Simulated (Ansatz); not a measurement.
# CH3ClGe: how energies converge with the basis set

One table from this session's results is given with a row withheld; the runs are named, their logs left out.

Method: one geometry, several basis sets; program: Ansatz 0.2.0, Gaussian basis.

Plan: PBE0-D4/def2-SVP; ωB97M-V/def2-SVP; PBE0-D4/def2-QZVPP; ωB97M-V/def2-QZVPP; the functionals' def2-TZVPP values are taken from earlier runs.

**The relaxed structure**

All runs share one geometry, relaxed beforehand with PBE0-D4 in a triple-zeta def2 set.

SMILES `[CH3][Ge][Cl]`, 6 atoms, charge 0, spin multiplicity 1.

Atoms are counted from 1 here; the program's logs count them from 0.

Bond lengths: C1–Ge2 1.984 Å, C1–H4 1.092 Å, C1–H5 1.094 Å, C1–H6 1.094 Å, Ge2–Cl3 2.199 Å. Angles: Ge2–C1–H4 111.6°, Ge2–C1–H5 109.4°, Ge2–C1–H6 109.6°, H4–C1–H5 109.5°, H4–C1–H6 109.5°, H5–C1–H6 107.2°, C1–Ge2–Cl3 96.1°.

Set-up of the first run:

The input, in.yaml:

```yaml
crystal:
  periodic: [false, false, false]
  atoms:
    - {symbol: C, position_ang: [-0.360098, 0.453049, -0.235784]}
    - {symbol: Ge, position_ang: [1.405295, 0.063577, 0.581116]}
    - {symbol: Cl, position_ang: [1.099335, -2.105331, 0.776306]}
    - {symbol: H, position_ang: [-0.475572, 1.516610, -0.454276]}
    - {symbol: H, position_ang: [-1.154632, 0.132275, 0.445075]}
    - {symbol: H, position_ang: [-0.472227, -0.124279, -1.158538]}
basis:
  gaussian: {orbitals: def2-SVP}
hamiltonian: {xc: pbe0, dispersion: d4}
output: {orbitals: {seedname: orbitals}}
```

Among the steps run: PBE0-D4 in def2-SVP; ωB97M-V in def2-SVP; PBE0-D4 in def2-QZVPP; ωB97M-V in def2-QZVPP.

One table of the session follows, with a row left open; its other results are not shown here.

It belongs to the step «Functionals by basis». 

```
functional       basis  HOMO (eV)  LUMO (eV)
   PBE0-D4    def2-SVP      -6.76      -2.57
   PBE0-D4  def2-TZVPP      -6.85      -2.64
   PBE0-D4  def2-QZVPP      -6.89      -2.69
   ωB97M-V    def2-SVP          ?          ?
   ωB97M-V  def2-TZVPP      -8.95      -0.68
   ωB97M-V  def2-QZVPP      -9.00      -0.78
```

Estimate the missing values for ωB97M-V, def2-SVP.

The run gave: HOMO (eV): -8.84; LUMO (eV): -0.57. In the column «HOMO (eV)» it lies between ωB97M-V, def2-TZVPP (-8.95) and PBE0-D4, def2-QZVPP (-6.89).
